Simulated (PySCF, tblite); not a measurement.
# C5H10BNO: geometry, infrared bands and NMR shifts

What infrared bands and NMR shifts should C5H10BNO (`C=C[B@H-]([N+]#CC)OC`) show?

Programs: tblite 0.8.0 and PySCF 2.14.0, with density-fitted response routines of our own. Each step states its level of theory. These are calculated values for one molecule in the gas phase, unless marked as measured. Atoms are numbered from 0 throughout.

**1. Starting geometry**

18 atoms, charge 0, multiplicity 1; geometry from: force field or distance geometry start.

Bonds of the start (Å): C0–C1 1.29, C1–B2 1.59, B2–N3 1.50, N3–C4 1.16, C4–C5 1.47, B2–O6 1.46, O6–C7 1.40, C0–H8 1.10, C0–H9 1.09, C1–H10 1.09, B2–H11 1.19, C5–H12 1.08, C5–H13 1.10, C5–H14 1.14, C7–H15 1.12, C7–H16 1.11, C7–H17 1.10.

**2. Relaxing the molecule with GFN2-xTB**

The job: settings as JSON, then the geometry in Å.

```
{"job": {"kind": "relax", "xc": "GFN2-xTB", "basis": "xTB"}, "charge": 0, "multiplicity": 1}
C     -2.283100     1.998300    -0.289400
C     -1.169400     1.598100     0.231800
B     -0.657200     0.096400     0.235100
N      0.783400     0.045000    -0.184300
C      1.899300     0.006800    -0.480900
C      3.308400    -0.012100    -0.888800
O     -1.400100    -0.711600    -0.727300
C     -1.178200    -2.046300    -0.381200
H     -2.967200     1.293800    -0.783900
H     -2.623800     3.035600    -0.268000
H     -0.514100     2.310300     0.724500
H     -0.830000    -0.372900     1.315000
H      3.353400    -0.265200    -1.938000
H      3.818700    -0.783800    -0.299700
H      3.769100     1.015000    -0.736800
H     -2.124300    -2.637100    -0.323900
H     -0.464100    -2.496700    -1.099900
H     -0.729600    -2.067500     0.619200
```

The run is started by

```console
$ OMP_NUM_THREADS=1 python probes_run.py task.json out
```

One launch serves the whole session: the jobs run in the order shown.

**Question.** This job is followed by: GFN2-xTB harmonic vibrations, gas phase; GIAO PBE0/pcSseg-1 NMR shielding, non-relativistic, gas phase. What will the session give for the following? strongest single infrared mode (GFN2-xTB); zero-point energy (GFN2-xTB); 13C shifts against TMS (PBE0/pcSseg-1); 1H shifts against TMS (PBE0/pcSseg-1, means over atoms taken as alike); 11B shifts against BF3·OEt2 (PBE0/pcSseg-1); 15N shifts against NH3 (PBE0/pcSseg-1); 17O shifts against H2O (PBE0/pcSseg-1).

**Answer**, as computed:

```
                                                              quantity                                   value
                             strongest single infrared mode (GFN2-xTB)                   1117 cm⁻¹, 218 km/mol
                                          zero-point energy (GFN2-xTB)                           88.0 kcal/mol
                                13C shifts against TMS (PBE0/pcSseg-1)      153.6, 126.6, 123.8, 58.5, 1.9 ppm
1H shifts against TMS (PBE0/pcSseg-1, means over atoms taken as alike)  6.21, 5.81, 5.64, 3.74, 2.91, 2.43 ppm
                           11B shifts against BF3·OEt2 (PBE0/pcSseg-1)                                -5.6 ppm
                                15N shifts against NH3 (PBE0/pcSseg-1)                               247.7 ppm
                                17O shifts against H2O (PBE0/pcSseg-1)                                44.4 ppm
```

**Reading.** The optimisation took 136 steps and gained 0.577 eV; among the close pairs (by a distance rule), B2–N3 changed most, from 1.501 to 1.598 Å. No mode is imaginary among the 48: a minimum at this level. The strongest single mode, at 1117 cm⁻¹, moves mainly O6, B2 and C7. GFN2-xTB is a fitted tight-binding method: band positions and strengths are rough. Its intensities can rank the bands wrongly. The most deshielded carbon is C1 (alkene CH), at 153.6 ppm: the olefinic region. H10 (hydrogen on an alkene CH) lies farthest downfield among hydrogen, at 6.21 ppm; olefinic region. At PBE0/pcSseg-1: Shielding is most anisotropic at N3 (span 478 ppm, paramagnetic term -320 ppm).
